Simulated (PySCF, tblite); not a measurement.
# C₄H₂F₃N₃: geometry, infrared bands and NMR shifts

What infrared bands and NMR shifts should C₄H₂F₃N₃ (`FC(F)(F)c1cncnn1`) show?

Programs: tblite 0.8.0 and PySCF 2.14.0, with density-fitted response routines of our own. Each step states its level of theory. These are calculated values for one molecule in the gas phase, unless marked as measured. Atoms count from 0, in the outputs and in this text.

## 1. The starting structure

12 atoms, charge 0, multiplicity 1; geometry from: force field or distance geometry start.

Bonds of the start (Å): F0–C1 1.37, C1–F2 1.36, C1–F3 1.36, C1–C4 1.51, C4–C5 1.37, C5–N6 1.36, N6–C7 1.34, C7–N8 1.35, N8–N9 1.37, N9–C4 1.35, C5–H10 1.09, C7–H11 1.07.

## 2. Geometry optimisation with GFN2-xTB

Job settings and geometry (Å):

```
{"job": {"kind": "relax", "xc": "GFN2-xTB", "basis": "xTB"}, "charge": 0, "multiplicity": 1}
F     -2.513900    -0.871000     0.326700
C     -1.835100     0.022200    -0.454500
F     -2.322000     1.242900    -0.116100
F     -2.231500    -0.202600    -1.735000
C     -0.350200    -0.074100    -0.228700
C      0.235400     0.531700     0.851500
N      1.565500     0.470200     1.106400
C      2.279500    -0.238600     0.222900
N      1.764300    -0.867500    -0.860000
N      0.416100    -0.782500    -1.087700
H     -0.344400     1.099900     1.572200
H      3.337600    -0.331400     0.376100
```

On the command line:

```sh
> OMP_NUM_THREADS=1 python probes_run.py task.json out
```

This one command runs all jobs of the session in turn.

**Question.** This job is followed by: GFN2-xTB harmonic vibrations, gas phase; GIAO PBE0/pcSseg-1 NMR shielding, non-relativistic, gas phase. What will the session give for the following? strongest single infrared mode (GFN2-xTB); zero-point energy (GFN2-xTB); ¹³C shifts against TMS (PBE0/pcSseg-1); ¹H shifts against TMS (PBE0/pcSseg-1); ¹⁹F shifts against CFCl3 (PBE0/pcSseg-1, means over atoms taken as alike); ¹⁵N shifts against NH3 (PBE0/pcSseg-1); surface potential, 1st and 99th percentile.

As calculated:

| quantity | value |
| --- | --- |
| strongest single infrared mode (GFN2-xTB) | 1047 cm⁻¹, 273 km/mol |
| zero-point energy (GFN2-xTB) | 40.5 kcal/mol |
| ¹³C shifts against TMS (PBE0/pcSseg-1) | 164.4, 159.7, 153.8, 131.3 ppm |
| ¹H shifts against TMS (PBE0/pcSseg-1) | 10.32, 9.19 ppm |
| ¹⁹F shifts against CFCl3 (PBE0/pcSseg-1, means over atoms taken as alike) | -79.6 ppm |
| ¹⁵N shifts against NH3 (PBE0/pcSseg-1) | 489.4, 441.1, 335.5 ppm |
| surface potential, 1st and 99th percentile | -1.40 V and 1.62 V |

In words: Relaxing lowered the energy by 0.318 eV in 23 steps; the close pair that moved most is N8–N9, from 1.370 to 1.295 Å. All 30 modes are real, so the xTB geometry is a minimum. The strongest single mode, at 1047 cm⁻¹, moves mainly C1. Unscaled tight-binding wavenumbers are off by several per cent, some by more. Its intensities can rank the bands wrongly. At PBE0/pcSseg-1: The largest span, 975 ppm, is at N9, where the paramagnetic term is -543 ppm. NICS(1)zz of -28 ppm above the planar ring from C4 marks a diatropic (aromatic) ring current. At PBE0/pcSseg-1, counted by nearest atom on the grid, the HOMO lies on N8, N9 about 32 % each; N6 16 %, the LUMO on N6, N9 about 27 % each; N8 15 %.
